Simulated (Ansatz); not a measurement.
# CO: atomisation energy in Python

How much energy holds CO together? The task is an atomisation energy, for CO. SMILES: [C-]#[O+].

Computed with Ansatz 0.2.0 through its Python package. Level of theory: B3LYP/cc-pVTZ.

### 1 Starting point

Bond lengths: C1–O2 1.128 Å.

co.xyz, read by the script:

```xyz
2

C     0.56410    0.00000    0.00000
O    -0.56410    0.00000    0.00000
```

### 2 The script

The input, co_tae.py:

```python
# -*- coding: utf-8 -*-
from collections import Counter

import ansatz

BASIS = "cc-pVTZ"
FUNCTIONAL = "B3LYP"


def energy_of(molecule, charge=0, unpaired=0):
    calc = molecule.calculation().basis(gaussian=BASIS).functional(FUNCTIONAL)
    if charge:
        calc = calc.charge(charge)
    if unpaired:
        calc = calc.spin("collinear", total=unpaired)
    report = calc.run().report
    if report["published_state_doubts"]:
        print("  doubts:", report["published_state_doubts"])
    return report["free_energy_ev"]

co = ansatz.Crystal.molecule_from_extxyz("co.xyz")

unpaired = {"C": 2, "O": 2}
counts = Counter(site.symbol for site in co.cartesian_sites)
atom_energy = {s: energy_of(ansatz.Crystal.molecule().atom(s, (0, 0, 0)), 0, unpaired[s]) for s in counts}
whole = energy_of(co, 0, 0)
for s, e in atom_energy.items():
    print(f"{s:2s} x{counts[s]}  {e:14.5f} eV")
print(f"CO: {whole:.5f} eV")
split = sum(counts[s] * e for s, e in atom_energy.items()) - whole
print(f"atomisation energy (no zero-point term): {96.485332 * split:.1f} kJ/mol, {split / sum(counts.values()):.3f} eV an atom")
```

### 3 The run

Started as:

```console
> python co_tae.py
```

**Question.** What does it cost to take this molecule apart into atoms?

As calculated:

| quantity | value |
| --- | --- |
| atomisation energy, no zero point | 1068.1 kJ/mol |
| runs compared | 3 |

In words: Zero-point motion and spin-orbit terms of the atoms are left out, and both would lower it. 1068.1 kJ/mol from the electronic energies, without the zero-point term. Notes:
- The geometry is a force-field or estimated start, not a minimum of this method, and the basis set is short of its limit. All parts are taken at fixed geometry, without zero-point energy.
- b3lyp holds the VWN-RPA fit, as in Gaussian; the form of ORCA and Turbomole is b3lyp5.
